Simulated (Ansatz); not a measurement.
# CH3BOSTe: one species, many methods

An exercise on one series of results from a longer session: the logs are not shown, and one member is left open.

The runs use Ansatz 0.2.0, Gaussian basis; functionals in def2-TZVPP, the program's frozen cores in correlated methods.

Levels to be run: LDA (SPW92), PBE-D4, revPBE-D4, BLYP-D4, r2SCAN-D4, B97M-V, PBE0-D4, B3LYP-D4, r2SCANh-D4, r2SCAN0-D4, HSE06-D4, BHLYP-D4, CAM-B3LYP-D4, LC-ωPBE, ωB97X-V, ωB97M-V, B2PLYP, PBE-QIDH; CCSD(T)/def2-SVP; CCSD(T)/def2-TZVPP; MP2/def2-QZVPP; extrapolation to the limit; RPA on PBE.

**The relaxed structure**

All runs share one geometry, relaxed beforehand with PBE0-D4 in a triple-zeta def2 set. Te takes the def2 core potential; no spin-orbit term is included.

SMILES `SB1OC[Te]1`, 8 atoms, charge 0, spin multiplicity 1.

Atoms are counted from 1 here; the program's logs count them from 0.

Bond lengths: S1–B2 1.791 Å, S1–H6 1.346 Å, B2–O3 1.365 Å, B2–Te5 2.168 Å, O3–C4 1.422 Å, C4–Te5 2.186 Å, C4–H7 1.088 Å, C4–H8 1.088 Å. Angles: B2–S1–H6 94.9°, S1–B2–O3 126.4°, S1–B2–Te5 134.1°, O3–B2–Te5 99.5°, B2–O3–C4 103.4°, O3–C4–Te5 96.8°, O3–C4–H7 110.9°, O3–C4–H8 110.9°, Te5–C4–H7 112.6°, Te5–C4–H8 112.6°, H7–C4–H8 112.2°, B2–Te5–C4 60.3°.

The first run:

Input file in.yaml:

```yaml
crystal:
  periodic: [false, false, false]
  atoms:
    - {symbol: S, position_ang: [-0.678913, 2.378493, 0.680129]}
    - {symbol: B, position_ang: [0.018849, 0.835096, 0.098558]}
    - {symbol: O, position_ang: [-0.531927, -0.406178, 0.237787]}
    - {symbol: C, position_ang: [0.416458, -1.259302, -0.390838]}
    - {symbol: Te, position_ang: [1.833996, 0.303532, -0.960986]}
    - {symbol: H, position_ang: [-1.781402, 1.815340, 1.208429]}
    - {symbol: H, position_ang: [-0.022296, -1.759598, -1.251941]}
    - {symbol: H, position_ang: [0.837434, -1.964483, 0.323162]}
basis:
  gaussian: {orbitals: def2-TZVPP}
hamiltonian: {xc: lda}
output: {orbitals: {seedname: orbitals}}
```

Steps of the session up to this table: LDA; PBE-D4 (GGA); revPBE-D4 (GGA); BLYP-D4 (GGA); r2SCAN-D4 (meta-GGA); B97M-V (meta-GGA); PBE0-D4 (hybrid); B3LYP-D4 (hybrid); r2SCANh-D4 (hybrid); r2SCAN0-D4 (hybrid); HSE06-D4 (hybrid); BHLYP-D4 (hybrid); CAM-B3LYP-D4 (range-separated); LC-ωPBE (range-separated); ωB97X-V (range-separated); ωB97M-V (range-separated); B2PLYP (double hybrid); PBE-QIDH (double hybrid).

One of the session's tables, all rows but one given; the rest of the session is left out.

It belongs to the step «Frontier levels by functional». 

| functional | HOMO (eV) | LUMO (eV) | gap (eV) |
| --- | --- | --- | --- |
| LDA (SPW92) | -5.58 | -2.40 | 3.18 |
| PBE-D4 | -5.42 | -2.21 | 3.21 |
| revPBE-D4 | -5.37 | -2.13 | 3.23 |
| BLYP-D4 | -5.25 | -2.12 | 3.13 |
| r2SCAN-D4 | -5.66 | -2.07 | 3.60 |
| B97M-V | -5.64 | -2.03 | 3.61 |
| PBE0-D4 | ? | ? | ? |
| B3LYP-D4 | -6.22 | -1.62 | 4.60 |
| r2SCANh-D4 | -6.04 | -1.76 | 4.28 |
| r2SCAN0-D4 | -6.60 | -1.31 | 5.29 |
| HSE06-D4 | -6.06 | -1.77 | 4.29 |
| BHLYP-D4 | -7.30 | -0.53 | 6.77 |
| CAM-B3LYP-D4 | -7.64 | -0.39 | 7.26 |
| LC-ωPBE | -8.94 | 0.73 | 9.68 |
| ωB97X-V | -8.62 | 0.63 | 9.24 |
| ωB97M-V | -8.49 | 0.47 | 8.96 |

Q: Estimate the row for PBE0-D4 from the others.

The run gave: HOMO (eV): -6.44; LUMO (eV): -1.39; gap (eV): 5.05. In the column «HOMO (eV)» it lies between r2SCAN0-D4 (-6.60) and B3LYP-D4 (-6.22).
